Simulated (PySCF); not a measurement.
The system is SiSeH4, in a box.

```
Si Se H
1.0
    12.00000    0.00000    0.00000
     0.00000   12.00000    0.00000
     0.00000    0.00000   13.00000
Si Se H
1 1 4
Cartesian
  6.1217 6.0112 6.0026
  7.2651 5.9935 7.9741
  4.7609 6.5798 6.1685
  6.0295 4.5860 5.6038
  6.8463 6.7835 4.9629
  7.2170 7.4560 8.1051
```

Base run:

- Program: PySCF 2.14.0
- Functional: r2SCAN
- Potentials or basis: 6-31g* (all-electron)
- k mesh: 1 × 1 × 1
- Occupations: fixed
- Spin: no spin polarisation

Its results: gap between the frontier levels 5.58 eV.

Task: The run is repeated on the same cell with these changes: functional from r2SCAN to TM. What comes out?

Result: Gap between the frontier levels 5.27 eV.

Caveats: this is a molecule in a periodic box at the Γ point, so its band gap is the HOMO-LUMO gap; relativity is left out, which matters for the heavier elements; the basis of atomic orbitals isn't converged, which shifts pressures, moduli and gaps.

A k mesh can miss the band edges.

Not every run made on this cell is shown here.
